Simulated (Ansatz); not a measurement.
# CH₃F₂NSi: basis-set convergence

The task here is to estimate one member of a computed series from the others.

Program: Ansatz 0.2.0, Gaussian basis. Level of theory: one geometry, several basis sets. These are calculated values, not measurements.

Plan: PBE0-D4/def2-SVP; ωB97M-V/def2-SVP; PBE0-D4/def2-QZVPP; ωB97M-V/def2-QZVPP; the functionals' def2-TZVPP values are taken from earlier runs.

## Structure used throughout

The geometry comes from an earlier relaxation with PBE0-D4 in a triple-zeta def2 set; it is a stationary point, not always the lowest conformer.

SMILES `F/C=N/[SiH2]F`, 8 atoms, charge 0, spin multiplicity 1.

Atoms are counted from 1 here; the program's logs count them from 0.

Bond lengths: F1–C2 1.333 Å, C2–N3 1.234 Å, C2–H6 1.093 Å, N3–Si4 1.711 Å, Si4–F5 1.602 Å, Si4–H7 1.477 Å, Si4–H8 1.477 Å. Angles: F1–C2–N3 121.2°, F1–C2–H6 109.4°, N3–C2–H6 129.3°, C2–N3–Si4 130.5°, N3–Si4–F5 112.0°, N3–Si4–H7 108.2°, N3–Si4–H8 108.2°, F5–Si4–H7 107.7°, F5–Si4–H8 107.7°, H7–Si4–H8 113.0°.

The first run:

File in.yaml:

```yaml
crystal:
  periodic: [false, false, false]
  atoms:
    - {symbol: F, position_ang: [-1.700075, 1.744921, 1.206717]}
    - {symbol: C, position_ang: [-0.966059, 0.686813, 0.861118]}
    - {symbol: N, position_ang: [-0.219997, 0.719036, -0.121757]}
    - {symbol: Si, position_ang: [0.812078, -0.480088, -0.772199]}
    - {symbol: F, position_ang: [0.759608, -1.840633, 0.071837]}
    - {symbol: H, position_ang: [-1.150336, -0.129133, 1.564570]}
    - {symbol: H, position_ang: [2.198070, 0.026703, -0.721862]}
    - {symbol: H, position_ang: [0.358911, -0.784719, -2.144125]}
basis:
  gaussian: {orbitals: def2-SVP}
hamiltonian: {xc: pbe0, dispersion: d4}
output: {orbitals: {seedname: orbitals}}
```

Run with:

```bash
ansatz run in.yaml --threads 2 --pin off --events-out ev --progress --plain --max-ram 4352MiB
```

Among the steps run: PBE0-D4 in def2-SVP; ωB97M-V in def2-SVP; PBE0-D4 in def2-QZVPP; ωB97M-V in def2-QZVPP.

One of the session's tables, all rows but one given; the rest of the session is left out.

```
functional       basis  HOMO (eV)
   PBE0-D4    def2-SVP      -8.55
   PBE0-D4  def2-TZVPP      -8.69
   PBE0-D4  def2-QZVPP          ?
   ωB97M-V    def2-SVP     -10.91
   ωB97M-V  def2-TZVPP     -11.07
   ωB97M-V  def2-QZVPP     -11.10
```

Estimate the missing values for PBE0-D4, def2-QZVPP.

The run gave: HOMO (eV): -8.72. In the column «HOMO (eV)» it lies between ωB97M-V, def2-SVP (-10.91) and PBE0-D4, def2-TZVPP (-8.69).
